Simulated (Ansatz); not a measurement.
**Sn(SiH3)H3 (SiSnH₆): single points with varied inputs**

Aim: run Sn(SiH3)H3 (SiSnH₆) under a spread of inputs, and see what each costs and gives.

Program: Ansatz 0.2.0, Gaussian basis. Level of theory: the settings change from run to run. These are calculated values, not measurements.

1 further run of the same task is left out (set aside as unsound or not needed).

### 1 The relaxed structure

The structure was relaxed beforehand with PBE-D4 in a triple-zeta def2 set. Sn takes a core potential in def2 sets; no spin-orbit term is included.

8 atoms, charge 0, spin multiplicity 1.

Atoms are counted from 1 here; the program's logs count them from 0.

Bond lengths: Sn1–Si2 2.575 Å, Sn1–H6 1.721 Å, Sn1–H7 1.721 Å, Sn1–H8 1.721 Å, Si2–H3 1.496 Å, Si2–H4 1.496 Å, Si2–H5 1.496 Å. Angles: Si2–Sn1–H6 110.9°, Si2–Sn1–H7 110.9°, Si2–Sn1–H8 110.9°, H6–Sn1–H7 108.0°, H6–Sn1–H8 108.0°, H7–Sn1–H8 108.0°, Sn1–Si2–H3 110.2°, Sn1–Si2–H4 110.2°, Sn1–Si2–H5 110.2°, H3–Si2–H4 108.7°, H3–Si2–H5 108.7°, H4–Si2–H5 108.7°.

### 2 SPW92/def2-mTZVP

This run has multiplicity 3, relativity set to none, the search for lower states set to full.

File in.yaml:

```yaml
crystal:
  periodic: [false, false, false]
  atoms:
    - {symbol: Sn, position_ang: [-0.003357, 0.007971, -1.250934]}
    - {symbol: Si, position_ang: [0.003543, -0.008427, 1.323572]}
    - {symbol: H, position_ang: [0.802810, 1.143263, 1.845202]}
    - {symbol: H, position_ang: [0.606244, -1.280154, 1.830305]}
    - {symbol: H, position_ang: [-1.394249, 0.101744, 1.844488]}
    - {symbol: H, position_ang: [1.602220, -0.022632, -1.868745]}
    - {symbol: H, position_ang: [-0.778701, 1.421006, -1.853169]}
    - {symbol: H, position_ang: [-0.838511, -1.362761, -1.870708]}
basis:
  gaussian: {orbitals: def2-mTZVP}
magnetization: {spin_polarized: true, initial_magnetization: 2}
hamiltonian: {xc: {name: SPW92}, pseudopotentials: {relativity: none}}
scf: {lower_state_search: full}
output: {forces: true}
```

Command:

```console
$ ansatz run in.yaml --threads 4 --pin off --events-out ev --progress --plain --max-ram 3916MiB
```

Standard output (excerpt; [...] marks lines left out):

```text
Functional definition: SPW92
  name "SPW92"
  cite "Dirac, Proc. Camb. Phil. Soc. 26, 376 (1930) doi:10.1017/S0305004100016108"
  cite "Slater, Phys. Rev. 81, 385 (1951) doi:10.1103/PhysRev.81.385"
  cite "Perdew & Wang, Phys. Rev. B 45, 13244 (1992) doi:10.1103/PhysRevB.45.13244"
[...]
855 factors; their error is unknown
[...]
mean field -13757.79840117 eV, -505.5897658723 hartree, gradient 6.1e-6 eV, S^2 2.001606; 16 other end points of the search recorded, 0 dependent functions left out
[...]
reference -13757.79845377 eV, -505.5897678052 hartree; 22, 20 occupied and 54, 56 virtual orbitals, 855 factors
Total energy: -13757.79845377 eV, -505.5897678052 hartree
Atom 0 at    -0.003357     0.007971    -1.250934 Å, force    -0.009313     0.022574    -3.528078 eV/Å
Atom 1 at     0.003543    -0.008427     1.323572 Å, force     0.012001    -0.028852     4.513232 eV/Å
Atom 2 at     0.802810     1.143263     1.845202 Å, force     0.146844     0.216935    -0.165824 eV/Å
Atom 3 at     0.606244    -1.280154     1.830305 Å, force     0.112878    -0.234434    -0.168499 eV/Å
Atom 4 at    -1.394249     0.101744     1.844488 Å, force    -0.261072     0.020691    -0.165812 eV/Å
Atom 5 at     1.602220    -0.022632    -1.868745 Å, force     0.540347    -0.011922    -0.163241 eV/Å
Atom 6 at    -0.778701     1.421006    -1.853169 Å, force    -0.259655     0.475843    -0.157991 eV/Å
Atom 7 at    -0.838511    -1.362761    -1.870708 Å, force    -0.282030    -0.460836    -0.163788 eV/Å
Dipole moment:     0.000322    -0.000798     0.124427 e Å
```

It took 4.5 s on 4 threads of Arm Neoverse V2, shared host.

Largest force 4.513 eV/Å, dipole 0.60 D, ⟨S²⟩ 2.002.

### 3 B3LYP5/def2-SVP

Set apart from the defaults: unrestricted orbitals, atoms shaken by 0.15 Å, high accuracy, the search for lower states set to full.

File in.yaml:

```yaml
crystal:
  periodic: [false, false, false]
  atoms:
    - {symbol: Sn, position_ang: [-0.009544, 0.144745, -1.478103]}
    - {symbol: Si, position_ang: [0.021481, -0.079052, 1.413921]}
    - {symbol: H, position_ang: [0.907605, 1.116650, 2.035267]}
    - {symbol: H, position_ang: [0.654306, -1.334929, 1.991257]}
    - {symbol: H, position_ang: [-1.412337, 0.374934, 2.010274]}
    - {symbol: H, position_ang: [1.696555, 0.073938, -1.777643]}
    - {symbol: H, position_ang: [-0.685195, 1.463365, -2.091329]}
    - {symbol: H, position_ang: [-0.750963, -1.513082, -1.964705]}
basis:
  gaussian: {orbitals: def2-SVP}
magnetization: {spin_polarized: true, initial_magnetization: 0}
hamiltonian: {xc: {name: B3LYP5}}
accuracy: high
scf: {lower_state_search: full}
output: {forces: true}
```

Same command.

Standard output (excerpt; [...] marks lines left out):

```text
Functional definition: B3LYP5
  name "B3LYP5"
  cite "Stephens, Devlin, Chabalowski & Frisch, J. Phys. Chem. 98, 11623 (1994) doi:10.1021/j100096a001"
  cite "Becke, Phys. Rev. A 38, 3098 (1988) doi:10.1103/PhysRevA.38.3098"
  cite "Lee, Yang & Parr, Phys. Rev. B 37, 785 (1988) doi:10.1103/PhysRevB.37.785"
  cite "Vosko, Wilk & Nusair, Can. J. Phys. 58, 1200 (1980) doi:10.1139/p80-159"
[...]
1717 factors; integrals over basis functions are off by at most 9.2e-9 eV
[...]
mean field -13800.97832787 eV, -507.1765989101 hartree, gradient 1.5e-8 eV, S^2 0.000000; 0 other end points of the search recorded, 0 dependent functions left out
[...]
reference -13800.97837383 eV, -507.1766005992 hartree; 21, 21 occupied and 53, 53 virtual orbitals, 1717 factors
Total energy: -13800.97837383 eV, -507.1766005992 hartree
Atom 0 at    -0.009544     0.144745    -1.478103 Å, force     0.740812    -3.349459     2.207333 eV/Å
Atom 1 at     0.021481    -0.079052     1.413921 Å, force    -0.351271     2.252442     0.180095 eV/Å
Atom 2 at     0.907605     1.116650     2.035267 Å, force    -0.649070    -1.142738    -0.776645 eV/Å
Atom 3 at     0.654306    -1.334929     1.991257 Å, force    -0.505169     0.208696    -0.296937 eV/Å
Atom 4 at    -1.412337     0.374934     2.010274 Å, force     1.312124    -0.938504    -0.562785 eV/Å
Atom 5 at     1.696555     0.073938    -1.777643 Å, force    -0.183872     0.043350    -0.214045 eV/Å
Atom 6 at    -0.685195     1.463365    -2.091329 Å, force    -0.886010     1.437908    -0.702060 eV/Å
Atom 7 at    -0.750963    -1.513082    -1.964705 Å, force     0.522456     1.488305     0.165044 eV/Å
Dipole moment:    -0.054666     0.046869    -0.217577 e Å
```

Wall time 3.8 s (4 threads of Arm Neoverse V2, shared host).

Largest force 4.079 eV/Å, dipole 1.10 D, ⟨S²⟩ 0.000.

### 4 r2SCAN0/def2-TZVP

Set apart from the defaults: atoms shaken by 0.03 Å, D4 dispersion.

File in.yaml:

```yaml
crystal:
  periodic: [false, false, false]
  atoms:
    - {symbol: Sn, position_ang: [-0.017764, 0.013881, -1.214590]}
    - {symbol: Si, position_ang: [0.001416, 0.004280, 1.226434]}
    - {symbol: H, position_ang: [0.813086, 1.091474, 1.810173]}
    - {symbol: H, position_ang: [0.599637, -1.273903, 1.813127]}
    - {symbol: H, position_ang: [-1.448291, 0.062877, 1.898134]}
    - {symbol: H, position_ang: [1.608711, -0.001596, -1.877001]}
    - {symbol: H, position_ang: [-0.774429, 1.408349, -1.827831]}
    - {symbol: H, position_ang: [-0.801738, -1.336083, -1.851192]}
basis:
  gaussian: {orbitals: def2-TZVP}
hamiltonian: {xc: {name: r2SCAN0}, dispersion: d4}
scf: {omitted_lower_state_checks: [starts]}
```

Same command.

Standard output (excerpt; [...] marks lines left out):

```text
Functional definition: r2SCAN0
  name "r2SCAN0"
  cite "Bursch, Neugebauer, Ehlert & Grimme, J. Chem. Phys. 156, 134105 (2022) doi:10.1063/5.0086040"
  cite "Furness, Kaplan, Ning, Perdew & Sun, J. Phys. Chem. Lett. 11, 8208 (2020) doi:10.1021/acs.jpclett.0c02405"
  cite "Furness, Kaplan, Ning, Perdew & Sun, J. Phys. Chem. Lett. 11, 9248 (2020) doi:10.1021/acs.jpclett.0c03077"
  parent r2scan
[...]
993 factors; their error is unknown
[...]
mean field -13806.75693255 eV, -507.3889587151 hartree, gradient 6.0e-5 eV, S^2 0.000000; 0 other end points of the search recorded, 0 dependent functions left out
reference -13806.75694581 eV, -507.3889592024 hartree; 21, 21 occupied and 102, 102 virtual orbitals, 993 factors
Total energy: -13806.79629696 eV, -507.3904053307 hartree
Checks for a lower state left out: starts
```

Run time: 1.8 s. Hardware: 4 threads of Arm Neoverse V2, shared host.

### 5 The runs in one table

| level | charge | multiplicity | geometry | functions | energy (eV) | time |
| --- | --- | --- | --- | --- | --- | --- |
| SPW92/def2-mTZVP | 0 | 3 | relaxed | 76 | -13757.798 | 4.5 s |
| B3LYP5/def2-SVP | 0 | 1 | shaken | 74 | -13800.978 | 3.8 s |
| r2SCAN0/def2-TZVP | 0 | 1 | shaken | 123 | -13806.796 | 1.8 s |

### 6 Summary of results

| quantity | value |
| --- | --- |
| runs | 3 |
| quickest | r2SCAN0/def2-TZVP, 1.8 s |
| slowest | SPW92/def2-mTZVP, 4.5 s |

**Reading.** The runs differ in state or geometry as well as level, so their energies can't be set against each other. Run time spans a factor of 3, from r2SCAN0/def2-TZVP to SPW92/def2-mTZVP. The jobs differ in tasks and options as well as level.
